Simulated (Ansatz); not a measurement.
Working through a relaxed scan of one distance of CdH₂OS, SMILES [OH][Cd][SH]

Program: Ansatz 0.2.0, Python API.

The cells in order, each with its output:

In [1]:
```python
import warnings

import ansatz as az
import numpy as np
```

In [2]:
```python
warnings.simplefilter("ignore", az.DeckWarning)
```

In [3]:
```python
geometry = (
    az.Crystal.molecule()
    .atom("O", (-0.08801, -1.30259, 0.56139))
    .atom("Cd", (-1.06252, 0.21849, -0.1754))
    .atom("S", (0.37304, 1.9751, -0.81667))
    .atom("H", (-0.58495, -2.08063, 0.82648))
    .atom("H", (1.36244, 1.18963, -0.3958))
)
```

In [4]:
```python
job = (
    geometry.calculation()
    .basis(gaussian="def2-SVP")
    .functional("pbe")
    .accuracy("medium")
)
symbols = [site.symbol for site in geometry.cartesian_sites]
pairs = [(0, 1), (0, 3), (1, 2), (2, 4)]
print("held (A)   E (eV)        ", "  ".join(f"{symbols[i]}{i}-{symbols[j]}{j}" for i, j in pairs))
for length in [0.88, 0.96, 1.04, 1.15, 1.3]:
    report = job.relax(constraints=[az.DistanceConstraint((0, 3), at=length)], force_tolerance=0.02, max_steps=60).run(threads=1).report
    xyz = np.array(report["positions_ang"])
    print(f"{length:6.2f} {report['free_energy_ev']:14.5f}  ", "  ".join(f"{np.linalg.norm(xyz[i] - xyz[j]):.3f}" for i, j in pairs))
```
```text
held (A)   E (eV)         O0-Cd1  O0-H3  Cd1-S2  S2-H4
  0.88   -17467.77287   1.982  0.880  2.345  1.364
  0.96   -17468.05104   1.987  0.960  2.346  1.365
  1.04   -17467.97858   1.990  1.040  2.347  1.365
  1.15   -17467.57707   1.995  1.150  2.348  1.364
  1.30   -17466.80160   1.999  1.300  2.348  1.364
```

What to keep in mind:
- These settings explore the input space; basis and method may be short of convergence.
- The energies are electronic: no zero-point or thermal terms, and the basis set is short of its limit.
- def2 sets replace the cores of elements past krypton by effective core potentials.
- The script silences the warnings on its input, which a real study should read.
- Timing: 2.7 min on 1 thread of Arm Neoverse V1, on a shared host, peak memory 0.21 GiB.
